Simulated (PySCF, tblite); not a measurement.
# C₇H₇N₂ radical: geometry, infrared bands and EPR parameters

Wanted: the infrared bands and EPR parameters of C₇H₇N₂ radical (`C[CH][C@H](C#N)/C=C\C#N`), by calculation.

Computed with tblite 0.8.0 and PySCF 2.14.0, with density-fitted response routines of our own, on a single molecule in the gas phase. Atoms are numbered from 0 throughout.

## Step 1: Starting geometry

16 atoms, charge 0, multiplicity 2; geometry from: force field or distance geometry start.

Bonds of the start (Å): C0–C1 1.50, C1–C2 1.49, C2–C3 1.50, C3–N4 1.15, C2–C5 1.50, C5–C6 1.35, C6–C7 1.43, C7–N8 1.15, C0–H9 1.10, C0–H10 1.08, C0–H11 1.10, C1–H12 1.08, C2–H13 1.10, C5–H14 1.08, C6–H15 1.08.

## Step 2: Relaxing the molecule with GFN2-xTB

What the job is given:

```
{"job": {"kind": "relax", "xc": "GFN2-xTB", "basis": "xTB"}, "charge": 0, "multiplicity": 2}
C     -1.242800    -1.058000     1.435100
C     -0.986000    -0.997600    -0.036500
C     -0.416900     0.245600    -0.638600
C     -1.120200     0.545500    -1.927900
N     -1.650600     0.757200    -2.921800
C      1.051600     0.081000    -0.900100
C      2.061900     0.688300    -0.242500
C      1.880400     1.590700     0.848700
N      1.702200     2.310500     1.730200
H     -1.774600    -1.986000     1.692000
H     -0.318600    -1.024200     1.999300
H     -1.889800    -0.222900     1.746700
H     -1.101900    -1.901700    -0.611600
H     -0.610800     1.093000     0.028100
H      1.322500    -0.593900    -1.701200
H      3.085900     0.481400    -0.511200
```

Launch:

```console
> OMP_NUM_THREADS=1 python probes_run.py task.json out
```

One launch serves the whole session: the jobs run in the order shown.

The program printed:

```text
step      E/eV     max force
  0    -658.85091    1.281
  1    -658.90246    0.577
  2    -658.91182    0.927
  3    -658.91901    0.693
  4    -658.93012    0.385
  5    -658.93651    0.328
  6    -658.93691    1.199
  7    -658.94428    0.179
  8    -658.94706    0.196
  9    -658.95151    0.368
 10    -658.95340    0.247
 11    -658.95547    0.093
 12    -658.95746    0.198
 13    -658.95958    0.223
 14    -658.96109    0.130
 15    -658.96228    0.095
 16    -658.96356    0.133
 17    -658.96502    0.189
 18    -658.96662    0.164
 19    -658.96829    0.135
 20    -658.97004    0.139
 21    -658.97182    0.184
 22    -658.97333    0.163
 23    -658.97436    0.095
 24    -658.97504    0.080
 25    -658.97563    0.123
 26    -658.97628    0.119
 27    -658.97701    0.087
 28    -658.97775    0.077
 29    -658.97847    0.075
 30    -658.97918    0.091
 31    -658.97992    0.090
 32    -658.98065    0.086
 33    -658.98125    0.060
 34    -658.98172    0.053
 35    -658.98223    0.073
 36    -658.98287    0.077
 37    -658.98356    0.064
 38    -658.98413    0.069
 39    -658.98457    0.048
 40    -658.98505    0.055
 41    -658.98573    0.066
 42    -658.98665    0.111
 43    -658.98775    0.120
 44    -658.98907    0.098
 45    -658.99160    0.126
 46    -659.00032    0.538
 47    -658.97150    1.133
 48    -659.00115    0.554
 49    -659.00202    0.566
 50    -658.96116    0.964
 51    -658.99530    0.380
 52    -658.99351    0.294
 53    -658.99275    0.220
 54    -658.99175    0.414
 55    -658.99157    0.189
 56    -658.99298    0.373
 57    -659.01015    1.035
 58    -658.99357    0.370
 59    -658.99351    0.304
 60    -658.99363    0.311
 61    -658.99173    0.284
 62    -658.98691    0.340
 63    -658.93462    0.986
 64    -659.00787    0.577
 65    -659.17188    1.330
 66    -658.94219    1.324
 67    -658.39628    4.792
 68    -658.93886    1.569
 69    -659.05838    1.139
 70    -659.18926    2.446
 71    -659.02902    1.141
 72    -659.23445    2.672
 73    -659.08576    4.780
 74    -659.32150    3.274
 75    -659.39608    2.594
 76    -659.47749    1.859
 77    -659.50714    3.236
 78    -659.71762    0.697
 79    -659.75587    0.420
 80    -659.76997    0.422
 81    -659.77619    0.382
 82    -659.78780    0.253
 83    -659.79852    0.201
 84    -659.80117    0.143
 85    -659.80311    0.107
 86    -659.80476    0.106
 87    -659.80636    0.094
 88    -659.80749    0.082
 89    -659.80844    0.073
 90    -659.80933    0.074
 91    -659.81027    0.077
 92    -659.81124    0.097
 93    -659.81203    0.096
 94    -659.81252    0.056
 95    -659.81278    0.044
 96    -659.81296    0.047
 97    -659.81315    0.044
 98    -659.81339    0.037
 99    -659.81365    0.040
100    -659.81394    0.042
101    -659.81434    0.072
102    -659.81488    0.083
103    -659.81550    0.076
104    -659.81609    0.083
105    -659.81661    0.079
106    -659.81709    0.120
107    -659.81746    0.209
108    -659.81809    0.100
109    -659.81865    0.105
110    -659.81891    0.094
111    -659.81929    0.058
112    -659.81980    0.092
113    -659.82029    0.098
114    -659.82100    0.102
115    -659.82198    0.135
116    -659.82324    0.168
117    -659.82436    0.176
118    -659.82528    0.132
119    -659.82629    0.095
120    -659.82779    0.153
121    -659.83048    0.260
122    -659.83502    0.388
123    -659.83996    0.295
124    -659.84505    0.220
125    -659.84970    0.279
126    -659.85147    0.160
127    -659.85415    0.163
128    -659.85609    0.114
129    -659.85736    0.104
130    -659.85869    0.086
131    -659.85999    0.106
132    -659.86171    0.167
133    -659.86344    0.162
134    -659.86588    0.110
135    -659.86792    0.120
136    -659.86932    0.119
137    -659.87038    0.136
138    -659.87137    0.078
139    -659.87251    0.068
140    -659.87309    0.079
141    -659.87366    0.063
142    -659.87402    0.056
143    -659.87446    0.065
144    -659.87481    0.051
145    -659.87519    0.043
146    -659.87553    0.042
147    -659.87595    0.044
148    -659.87632    0.051
149    -659.87671    0.045
150    -659.87711    0.042
151    -659.87751    0.047
152    -659.87788    0.046
153    -659.87819    0.062
154    -659.87846    0.036
155    -659.87874    0.033
156    -659.87900    0.028
157    -659.87914    0.028
158    -659.87924    0.033
159    -659.87931    0.028
160    -659.87937    0.027
161    -659.87943    0.025
162    -659.87951    0.034
163    -659.87961    0.034
164    -659.87973    0.029
165    -659.87989    0.027
166    -659.88006    0.035
167    -659.88023    0.036
168    -659.88037    0.022
169    -659.88043    0.012
170    -659.88046    0.008
```

Wall time 0.87 s (1 thread of Arm Neoverse V2, shared host).

Step by step: (not every step is listed) (the energy doesn't fall at every step)

```
step  energy from step 0 (eV)  largest force (eV/Å)
   0                   0.0000                1.2813
   1                  -0.0516                0.5768
   2                  -0.0609                0.9268
   3                  -0.0681                0.6934
   4                  -0.0792                0.3849
   5                  -0.0856                0.3281
   6                  -0.0860                1.1986
   7                  -0.0934                0.1793
   8                  -0.0961                0.1955
  23                  -0.1235                0.0952
  38                  -0.1332                0.0695
  53                  -0.1418                0.2202
  68                  -0.0879                1.5688
  83                  -0.9476                0.2008
  98                  -0.9625                0.0374
 113                  -0.9694                0.0978
 128                  -1.0052                0.1142
 143                  -1.0236                0.0648
 158                  -1.0283                0.0332
 165                  -1.0290                0.0273
 166                  -1.0291                0.0347
 167                  -1.0293                0.0362
 168                  -1.0295                0.0219
 169                  -1.0295                0.0117
 170                  -1.0295                0.0081
```

Close pairs (by a distance rule), those that changed most:

```
  bond  before (Å)  after (Å)  change (Å)
 C1–C5       2.462      1.528      -0.934
 C5–C6       1.350      1.439      +0.089
 C2–C3       1.499      1.416      -0.083
 C6–C7       1.428      1.370      -0.058
 C2–C5       1.501      1.546      +0.046
C0–H11       1.101      1.089      -0.013
 C0–H9       1.100      1.089      -0.011
C2–H13       1.096      1.084      -0.011
```

The end geometry stands in the next job.

## Step 3: Harmonic vibrations with GFN2-xTB

What the job is given:

```
{"job": {"kind": "ir", "xc": "GFN2-xTB", "basis": "xTB"}, "charge": 0, "multiplicity": 2}
C     -0.839689    -0.814029     1.368018
C     -0.625109    -0.750782    -0.117515
C     -0.624969     0.564456    -0.830474
C     -1.215344     0.677339    -2.112321
N     -1.685659     0.747724    -3.154450
C      0.683229    -0.253684    -0.731056
C      1.785611     0.264748     0.034916
C      1.647143     1.113668     1.101345
N      1.535076     1.845917     1.993363
H     -0.375792    -1.709811     1.777817
H     -0.422292     0.053222     1.871973
H     -1.906933    -0.856556     1.579395
H     -1.064994    -1.582053    -0.659667
H     -0.668421     1.464894    -0.227662
H      0.979569    -0.770882    -1.637057
H      2.790976     0.014772    -0.268037
```

The program printed:

```text
mode    cm-1     km/mol
  1      61.4     11.69
  2     118.2     13.03
  3     132.1      1.42
  4     162.0      3.03
  5     166.9      3.72
  6     224.5      1.36
  7     305.6      3.90
  8     349.7      2.40
  9     387.3      1.46
 10     435.9     11.15
 11     499.0      1.75
 12     524.5      1.36
 13     603.0     18.59
 14     668.2      6.27
 15     769.8      5.31
 16     853.1      7.66
 17     886.8      8.87
 18     958.4      3.87
 19    1012.4      3.27
 20    1023.2      2.96
 21    1051.6      8.33
 22    1067.7     19.14
 23    1097.1     17.25
 24    1128.3      6.86
 25    1139.6     10.93
 26    1218.6      8.61
 27    1250.5      9.44
 28    1322.5      1.42
 29    1373.6      1.05
 30    1410.4      7.08
 31    1418.5     33.05
 32    1478.8      5.21
 33    1484.2      4.99
 34    2238.2    115.07
 35    2384.3    273.94
 36    3022.6     16.81
 37    3026.1      5.20
 38    3032.0     17.97
 39    3039.3      3.65
 40    3048.4     18.23
 41    3066.1     13.39
 42    3083.9      4.76
```

It took 0.4 s on 1 thread of Arm Neoverse V2, shared host.

The strongest bands and the atoms that carry them (share of the mass-weighted mode):

```
cm⁻¹  km/mol                                 atoms
 603    18.6            C6 34 %, H15 30 %, C7 16 %
1068    19.1            H13 39 %, C2 26 %, N4 11 %
1097    17.2  H12 30 %, C1 22 %, H9 15 %, H11 14 %
1418    33.0  C1 20 %, C0 17 %, H10 13 %, H11 13 %
2238   115.1                      C7 61 %, N8 37 %
2384   273.9                      C3 60 %, N4 39 %
3032    18.0           H9 39 %, H11 37 %, H12 15 %
3048    18.2                    H14 50 %, H13 33 %
```

The optimised geometry no longer has the bonds of the starting formula, so what follows describes that rearranged structure.

## Step 4: EPR parameters: B3LYP/pcH-1

The job, as its differences from that of step 3:

```diff
@@ -1,2 +1,2 @@
-{"job": {"kind": "ir", "xc": "GFN2-xTB", "basis": "xTB"}, "charge": 0, "multiplicity": 2}
+{"job": {"kind": "epr", "basis": "pcH-1"}, "charge": 0, "multiplicity": 2}
 C     -0.839689    -0.814029     1.368018
```

Method: UKS B3LYP, pcH-1 on C H N, non-relativistic, mean-field spin-orbit, GIAO.

The program printed:

```text
UKS, coarse grid
  cycle   1  E = -380.28884995  |g| = 4.29e-01
  cycle   2  E = -379.93635283  |g| = 9.85e-01
  cycle   3  E = -380.37669411  |g| = 1.15e-01
  cycle   4  E = -380.38240107  |g| = 4.72e-02
  cycle   5  E = -380.38333970  |g| = 2.43e-02
  cycle   6  E = -380.38358218  |g| = 1.06e-02
  cycle   7  E = -380.38364343  |g| = 4.22e-03
  cycle   8  E = -380.38366157  |g| = 1.84e-03
  cycle   9  E = -380.38366484  |g| = 8.70e-04
UKS, final grid
  cycle   1  E = -380.38360657  |g| = 1.17e-03
  cycle   2  E = -380.38360511  |g| = 2.26e-03
  cycle   3  E = -380.38360732  |g| = 5.10e-04
  cycle   4  E = -380.38360745  |g| = 1.48e-04
  cycle   5  E = -380.38360751  |g| = 9.82e-05
  cycle   6  E = -380.38360751  |g| = 1.45e-05
E = -380.38360751 Eh   <S^2> = 0.7632 (exact 0.7500)
g shifts (ppm)      1          2          3
  rmc          -179       -179       -179
  gc              1         27         35
  oz_so         171       1219       1307
  total          -7       1066       1162
hyperfine (MHz)  atom isotope    a_iso     a_fc   dipolar eigenvalues
    0   13C      -2.70      -2.70     -0.69     -0.46      1.15
    1   13C      37.27      37.27     -9.23     -9.05     18.28
    2   13C      34.42      34.42     -7.78     -7.53     15.31
    3   13C       2.96       2.96     -2.45     -0.45      2.90
    4   14N       0.76       0.76     -1.37     -1.29      2.66
    5   13C     -32.49     -32.49     -2.57      0.61      1.96
    6   13C      63.36      63.36    -61.85    -60.92    122.77
    7   13C     -54.54     -54.54    -18.21     -1.78     20.00
    8   14N       8.51       8.51    -17.21    -13.21     30.42
    9    1H       0.20       0.20     -1.92     -1.07      3.00
   10    1H       0.25       0.25     -2.92     -0.16      3.08
   11    1H       5.81       5.81     -1.32     -0.58      1.90
   12    1H       6.17       6.17     -4.51     -1.50      6.01
   13    1H      -5.73      -5.73     -4.94      0.44      4.50
   14    1H       3.70       3.70     -3.48     -1.87      5.36
   15    1H     -52.85     -52.85    -28.56     -1.12     29.68
```

Run time: 77 s. Hardware: 1 thread of Arm Neoverse V2, shared host; peak memory 0.98 GiB.

Principal g values 2.00231, 2.00339, 2.00348; g(iso) = 2.00306, against 2.00232 for a free electron.

Hyperfine couplings, nucleus by nucleus at this fixed geometry (no averaging over rotations):

```
nuclei  isotope  a(iso) (MHz)  a(iso) (G, at g = 2.0023)  largest dipolar term (MHz)
    C6      13C          63.4                       22.6                       122.8
    C7      13C         -54.5                      -19.5                        20.0
   H15       1H         -52.8                      -18.9                        29.7
    C1      13C          37.3                       13.3                        18.3
    C2      13C          34.4                       12.3                        15.3
    C5      13C         -32.5                      -11.6                        -2.6
    N8      14N           8.5                        3.0                        30.4
   H12       1H           6.2                        2.2                         6.0
   H11       1H           5.8                        2.1                         1.9
   H13       1H          -5.7                       -2.0                        -4.9
   H14       1H           3.7                        1.3                         5.4
    C3      13C           3.0                        1.1                         2.9
    C0      13C          -2.7                       -1.0                         1.2
    N4      14N           0.8                        0.3                         2.7
```

Mulliken spin populations:

C0 0.00; C1 0.08; C2 0.08; C3 -0.01; N4 0.03; C5 -0.08; C6 0.77; C7 -0.19; N8 0.36; H9 0.00; H10 0.00; H11 0.00; H12 0.00; H13 0.00; H14 0.00; H15 -0.03

The fields below are evaluated on a grid from the run's orbitals.

ELF in a plane through or near 6 of the atoms.

Values, 10 rows by 14 columns:
```
0.00 0.00 0.00 0.00 0.00 0.00 0.00 0.00 0.00 0.00 0.00 0.00 0.00 0.00
0.00 0.00 0.00 0.00 0.00 0.00 0.00 0.11 0.01 0.00 0.00 0.00 0.00 0.00
0.00 0.00 0.00 0.00 0.00 0.00 0.70 1.00 0.63 0.02 0.00 0.00 0.00 0.00
0.00 0.00 0.00 0.00 0.00 0.01 0.06 0.83 0.68 0.55 0.01 0.00 0.00 0.00
0.00 0.01 0.28 0.35 0.34 0.37 0.75 0.22 0.97 0.49 0.01 0.00 0.00 0.00
0.00 0.34 0.91 0.63 0.27 0.90 0.26 0.05 0.18 0.60 0.43 0.22 0.00 0.00
0.00 0.24 0.87 0.72 0.66 0.26 0.41 0.13 0.78 0.14 0.72 0.32 0.00 0.00
0.00 0.00 0.08 0.17 0.08 0.01 0.01 0.28 0.33 0.42 0.30 0.08 0.00 0.00
0.00 0.00 0.00 0.00 0.00 0.00 0.00 0.01 0.01 0.00 0.00 0.00 0.00 0.00
0.00 0.00 0.00 0.00 0.00 0.00 0.00 0.00 0.00 0.00 0.00 0.00 0.00 0.00
```
The map spans 12.3 Å across and 10.4 Å up, centred on the molecule. Atoms in the plane (x, y in Å): C2 (-1.0, -0.2), C3 (-2.4, -0.4), N4 (-3.5, -0.6), C7 (1.9, -1.2), H10 (1.4, 1.2), H11 (0.3, 2.6).

On the surface of density 0.002 e/bohr³ the electrostatic potential runs, from the 1st to the 99th percentile, from -1.67 V near N4 to 1.65 V near H15.

The spin density lies nearest to C6 42 %; N8 25 %; C7 9 % (beta excess); H15 6 %.

## Step 5: Outcome

| quantity | value |
| --- | --- |
| strongest single infrared mode (GFN2-xTB) | 2384 cm⁻¹, 274 km/mol |
| zero-point energy (GFN2-xTB) | 75.1 kcal/mol |
| g(iso) (B3LYP) | 2.00306 |
| ⟨S²⟩ | 0.763 (exact 0.75) |
| largest a(iso) | 13C on C6, 63.4 MHz |
| potential on the surface of density 0.002 e/bohr³, 1st and 99th percentile | -1.67 V and 1.65 V |

Over 170 steps the energy fell by 1.030 eV; of the close pairs, C1–C5 changed most, 2.462 to 1.528 Å. The frame itself reshapes: C1···C5 goes from 2.46 to 1.53 Å. All 42 modes are real, so the xTB geometry is a minimum. The strongest single mode, at 2384 cm⁻¹, moves mainly C3 and N4. Unscaled tight-binding wavenumbers are off by several per cent, some by more. Its intensities can rank the bands wrongly. The structure rearranged or came apart on optimisation; the results belong to the end geometry, not to the formula as drawn. The largest share of the spin, 0.77 e, sits on C6. The isotropic g lies 0.7 ppt above the free-electron value. These values are for one conformer; the search (at its own cheap level) found 2 more, at 0.00, 2.83 kcal/mol (those within 0.05 may be mirror or relabelled copies), and measured spectra average over such forms.
